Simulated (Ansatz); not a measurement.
# BaNaF: the cost of one run

Program: Ansatz 0.2.0. Level of theory: DFT PBE, scalar-relativistic, plane waves, PAW. These are calculated values, not measurements.

### 1 The starting structure

The structure is hexagonal, space group P-6m2 (No. 187). The conventional cell has a = 3.990 Å, b = 3.990 Å, c = 4.062 Å, α = 90.00°, β = 90.00°, γ = 120.00°. Na (site symmetry -6m2) is surrounded by 3 F at 2.30 Å. Around Ba (site symmetry -6m2) lie 6 Na at 3.07 Å and 6 F at 3.07 Å. Around F (site symmetry -6m2) lie 3 Na at 2.30 Å and 6 Ba at 3.07 Å.

As a file:

```cif
data_structure
_symmetry_space_group_name_H-M 'P-6m2'
_symmetry_Int_Tables_number 187
_cell_length_a 3.9900
_cell_length_b 3.9900
_cell_length_c 4.0619
_cell_angle_alpha 90.000
_cell_angle_beta 90.000
_cell_angle_gamma 120.000
_cell_volume 56.00
loop_
_atom_site_label
_atom_site_type_symbol
_atom_site_symmetry_multiplicity
_atom_site_Wyckoff_symbol
_atom_site_fract_x
_atom_site_fract_y
_atom_site_fract_z
_atom_site_occupancy
Na1 Na 1 a 0.00000 0.00000 0.00000 1
Ba1 Ba 1 f 0.66667 0.33333 0.50000 1
F1 F 1 c 0.33333 0.66667 0.00000 1
```

A structure generator made this guess: species swapped into a database cell of TbHSe (P-6m2, No. 187), with Na on the Tb sites, F on the H sites and Ba on the Se sites. Its size is a rough estimate.

### 2 A first look at the guess

File input.yaml:

```yaml
crystal:
  lattice:
    - [3.99000494, 0.0, 0.0]
    - [-1.99500247, 3.45544564, 0.0]
    - [0.0, 0.0, 4.06187625]
  atoms:
    - { symbol: Na, position: [0.0, 0.0, 0.0] }
    - { symbol: Ba, position: [0.66666667, 0.33333333, 0.5] }
    - { symbol: F, position: [0.33333333, 0.66666667, 0.0] }
basis:
  ecutwfc: 420
kpoints:
  mp_grid: { grid: [6, 6, 4] }
hamiltonian:
  xc: pbe
scf:
  occupations: { method: gaussian, width: 0.1 }
  lower_state_search: "off"
output:
  forces: true
  stress: true
  eigenvalues: true
```

The run is started by

```sh
$ ansatz run input.yaml --threads 1 --pin off --max-ram 2560MiB --backend cpu --events-out ev --progress --plain --runs-dir out
```

**Question.** How long does this run take on 1 thread of Intel Xeon Platinum 8259CL at 2.50GHz (Skylake/Cascade Lake), shared host, and how much memory does it need?

About 2.3 s, with a peak of 0.36 GiB.
